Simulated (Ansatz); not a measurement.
# BaAs2Ru2: the cost of one run

Method: DFT LDA, scalar-relativistic, plane waves, PAW, in Ansatz 0.2.0.

## 1. The starting structure

The structure is tetragonal, space group I4/mmm (No. 139). Conventional cell: a = 4.171 Å, b = 4.171 Å, c = 12.425 Å, α = 90.00°, β = 90.00°, γ = 90.00°. Ba (site symmetry 4/mmm) has 8 As at 3.50 Å and 8 Ru at 3.74 Å as nearest neighbours. Around As (site symmetry 4mm) lie 4 Ru at 2.42 Å and 4 Ba at 3.50 Å. Around Ru (site symmetry -4m2) lie 4 As at 2.42 Å.

Coordinates:

```
CELL_PARAMETERS angstrom
-2.08560 2.08560 6.21246
2.08560 -2.08560 6.21246
2.08560 2.08560 -6.21246
ATOMIC_POSITIONS crystal
Ba 0.00000 0.00000 0.00000
As 0.65137 0.65137 0.00000
As 0.34863 0.34863 0.00000
Ru 0.75000 0.25000 0.50000
Ru 0.25000 0.75000 0.50000
```

Source of the structure: the Materials Project (structure only).

(A quick probe on a coarse mesh, which set the mesh and smearing, is not shown.)

## 3. Relaxing cell and atoms

The input, input.yaml:

```yaml
crystal:
  lattice:
    - [-2.0856048413, 2.0856048413, 6.2124597899]
    - [2.0856048413, -2.0856048413, 6.2124597899]
    - [2.0856048413, 2.0856048413, -6.2124597899]
  atoms:
    - { symbol: Ba, position: [0.0, 0.0, 0.0] }
    - { symbol: As, position: [0.65136726, 0.65136726, 0.0] }
    - { symbol: As, position: [0.34863274, 0.34863274, 0.0] }
    - { symbol: Ru, position: [0.75, 0.25, 0.5] }
    - { symbol: Ru, position: [0.25, 0.75, 0.5] }
basis:
  ecutwfc: 420
kpoints:
  mp_grid: { grid: [12, 12, 12] }
hamiltonian:
  xc: lda
scf:
  occupations: { method: gaussian, width: 0.1 }
output:
  forces: true
  stress: true
  eigenvalues: true
relax:
  adjacent_minimum: "off"
  f_tol: 0.005
  max_steps: 80
  cell: { stress_tol: 0.05 }
```

Started as:

```console
ansatz run input.yaml --threads 2 --pin off --max-ram 6144MiB --backend cpu --events-out ev --progress --plain --runs-dir out
```

Q: Estimate wall time and peak memory on 2 threads of Arm Neoverse V1, shared host.

About 3 min, with a peak of 0.82 GiB.
